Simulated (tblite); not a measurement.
# Ge26H14: the cost of one run

Programs: tblite 0.8.0 and PySCF 2.14.0, with routines of our own; each step states its level. All values are computed. Atoms count from 0.

### Step 1. The starting structure

40 atoms, charge 0, multiplicity 1; geometry from: force field, distance geometry or constructed start.

### Step 2. Geometry optimisation with GFN1-xTB

The job: settings as JSON, then the geometry in Å.

```
{"job": {"kind": "relax", "xc": "GFN1-xTB", "basis": "xTB"}, "charge": 0, "multiplicity": 1}
Ge    -0.950500    -3.282300    -0.341600
Ge    -2.969900    -2.116700     0.333100
Ge    -4.972900    -3.282800    -0.339000
Ge    -4.978800    -5.598600     0.333800
Ge    -2.967700    -6.765500    -0.336600
Ge    -0.958700    -5.603500     0.337400
Ge     5.078700     0.204900    -0.343300
Ge     3.070700     1.367200     0.341500
Ge     1.058700     0.201100    -0.340400
Ge     1.053200    -2.120100     0.341600
Ge     3.065200    -3.281700    -0.342100
Ge     5.076100    -2.121300     0.340000
Ge     3.063900     3.687700    -0.335000
Ge     1.058200     4.847600     0.337300
Ge    -0.957600     3.692100    -0.339800
Ge    -0.957300     1.365100     0.346300
Ge    -2.966300     0.205100    -0.339100
Ge    -4.979200     1.361100     0.339000
Ge    -6.990000     0.205000    -0.337500
Ge    -6.986600    -2.118400     0.342700
Ge     5.076300     7.174500    -0.338500
Ge     3.066400     8.333500     0.339800
Ge     1.059400     7.175300    -0.333400
Ge     5.074400     4.843900     0.338500
Ge     1.056500    -6.761700    -0.339100
Ge     3.061200    -5.603900     0.342500
H     -6.249000    -6.334900    -0.090600
H     -2.967300    -8.232000     0.091100
H      6.350900     0.937800     0.087900
H      6.351400    -2.853100    -0.086500
H     -2.223400     4.421700     0.088800
H     -4.980000     2.834100    -0.089700
H     -8.262100     0.937500     0.088000
H     -8.259000    -2.854800    -0.086200
H      6.351500     7.906700     0.086600
H      3.067800     9.802500    -0.092800
H     -0.216500     7.905000     0.085800
H      6.351200     4.116500    -0.092500
H      1.057100    -8.236500     0.089800
H      4.334100    -6.333800    -0.088700
```

Started as:

```
OMP_NUM_THREADS=4 python large_run.py task.json out
```

The driver reads the jobs from task.json and runs them one after another.

**Question.** How long does this first job take on 4 threads of Arm Neoverse N1, shared host, and how much memory does it need?

About 8.8 s, with a peak of 0.17 GiB.
